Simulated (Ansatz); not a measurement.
# SnO: a line through a two-coordinate scan

How does the energy of SnO (P4/nmm, No. 129; 4 atoms in the cell) vary with lattice constant c, at lattice constant a (and b) = 3.938 Å?

Program: Ansatz 0.2.0. Level of theory: DFT PBEsol, scalar-relativistic, plane waves, PAW. These are calculated values, not measurements.

1 further run of the same task is left out (set aside as unsound or not needed).

## (1) The starting structure

Symmetry: P4/nmm, No. 129, tetragonal system. The conventional cell has a = 3.805 Å, b = 3.805 Å, c = 4.750 Å, α = 90.00°, β = 90.00°, γ = 90.00°. Sn (site symmetry 4mm) is surrounded by 4 O at 2.22 Å. O (site symmetry -4m2) is surrounded by 4 Sn at 2.22 Å.

Coordinates:

```cif
data_structure
_symmetry_space_group_name_H-M 'P4/nmm:1'
_symmetry_Int_Tables_number 129
_cell_length_a 3.8046
_cell_length_b 3.8046
_cell_length_c 4.7499
_cell_angle_alpha 90.000
_cell_angle_beta 90.000
_cell_angle_gamma 90.000
_cell_volume 68.76
loop_
_atom_site_label
_atom_site_type_symbol
_atom_site_symmetry_multiplicity
_atom_site_Wyckoff_symbol
_atom_site_fract_x
_atom_site_fract_y
_atom_site_fract_z
_atom_site_occupancy
Sn1 Sn 2 c 0.00000 0.50000 0.24253 1
O1 O 2 a 0.00000 0.00000 0.00000 1
```

This cell was relaxed beforehand with the same method: volume 17.19 Å³/atom, gap on the mesh none (metal).

## (2) What is varied

The energy is mapped over the lattice constants a and c of the conventional cell.

First coordinate, lattice constant a (and b): 5 values from 3.538 to 4.071 Å. Second coordinate, lattice constant c: 5 values from 4.180 to 5.320 Å.

Nothing else is relaxed (fractional coordinates fixed). Energies count from the relaxed crystal. Points are written as (first, second).

## (3) Grid point (3.938 Å, 4.180 Å)

Contents of input.yaml:

```yaml
crystal:
  lattice:
    - [3.9378, 0.0, 0.0]
    - [0.0, 3.9378, 0.0]
    - [0.0, 0.0, 4.1799]
  atoms:
    - { symbol: Sn, position: [0.0, 0.5, 0.2425296443] }
    - { symbol: Sn, position: [0.5, 0.0, 0.7574703557] }
    - { symbol: O, position: [0.0, 0.0, 0.0] }
    - { symbol: O, position: [0.5, 0.5, 0.0] }
basis:
  ecutwfc: 520.0
kpoints:
  mp_grid: { grid: [10, 10, 8] }
hamiltonian:
  xc: pbesol
scf:
  occupations: { method: gaussian, width: 0.15 }
output:
  forces: true
  stress: true
  eigenvalues: true
```

The run is started by

```console
ansatz run input.yaml --threads 1 --pin off --max-ram 2048MiB --backend cpu --events-out ev --progress --plain --runs-dir out
```

Further runs follow: the other points of the line.

**Question.** What will these runs give? Wanted: for each run, lattice constant c; energy; slope; pressure; largest force on an atom.

The runs gave:

| lattice constant c (Å) | step | energy (meV/atom) | slope (meV/atom per Å) | pressure (GPa) | band gap on the k-mesh (eV) | largest force on an atom (eV/Å) |
| --- | --- | --- | --- | --- | --- | --- |
| 4.180 | 3 | 62 | −210 | 3.2 | 0.45 | 1.02 |
| 4.465 | 4 | 24 | −53 | −2.1 | 0.40 | 0.20 |
| 4.750 | 5 | 30 | 90 | −6.1 | 0.29 | 0.68 |
| 5.035 | 6 | 74 | 219 | −9.2 | 0.23 | 1.59 |
| 5.320 | 7 | 154 | 335 | −11.5 | 0.24 | 2.46 |

Energies count from the relaxed crystal. Slopes come from the forces (and the stress, where the cell changes), not from differences of energies.

What this shows: Along the line the energy is lowest at 4.465 Å, 24 meV/atom from the zero. A fit to energies and slopes at the lowest point and its two neighbours puts the minimum at 4.5675 Å, with a curvature of about 510 meV/atom per Å². The highest point computed, at 5.320 Å, lies 129 meV/atom above the lowest. This is one cut through a surface in two coordinates; the map's lowest point lies off it. A rigid map gives upper bounds: relaxing the other coordinates can only lower a point. The gap on the mesh closes on part of the grid.

These are semilocal Kohn-Sham gaps, which aren't the measured quantity. Such gaps usually fall short of the measured ones.
